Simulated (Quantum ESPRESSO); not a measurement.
LiCaSc: single point with RPBE

The system is LiCaSc.

```
Li Ca Sc
1.0
     4.13654    0.00000    0.00000
    -2.06827    3.58235    0.00000
     0.00000    0.00000    3.60242
Li Ca Sc
1 1 1
Direct
  0.00000 0.00000 0.00000
  0.33333 0.66667 0.50000
  0.66667 0.33333 0.50000
```

The cell was built by a generator and needn't be a form met in nature.

* Program: Quantum ESPRESSO 7.5
* Task: single point
* Functional: RPBE
* Potentials or basis: PseudoDojo 0.4 SR PBE stringent
* Cutoff: 1306 eV
* Density cutoff: 5225 eV
* k mesh: 8 × 8 × 7
* Occupations: fermi-dirac, width 0.136 eV
* Spin: no spin polarisation
* Mixing beta: 0.5
* Most SCF iterations: 120
* SCF threshold: 6e-10 Ry

- Pressure: 21.0 GPa
- Band gap on the k mesh: none (metal or under the smearing width)

Stress tensor (GPa, compression positive):
```
31.45  0.00  0.00
 0.00 31.45  0.00
 0.00  0.00  0.05
```

Levels at points of the mesh, in eV from the Fermi level:
```csv
k point,band 9,band 10,band 11,band 12,band 13,band 14
"(0.00, 0.00, 0.00)",-21.55,-4.24,-0.37,0.74,0.74,1.61
"(0.00, -0.50, 0.00)",-21.58,-2.08,-1.89,0.31,0.33,1.08
```

Wall time 73 s on 1 thread of Intel(R) Xeon(R) Platinum 8259CL CPU @ 2.50GHz (Skylake/Cascade Lake), on a shared host, peak memory 0.14 GiB.

Caveat: the potentials were made for another functional, which shifts forces and pressure; so large a pressure means that the cell lies far from this level's equilibrium, or that cutoff or potentials fall short.
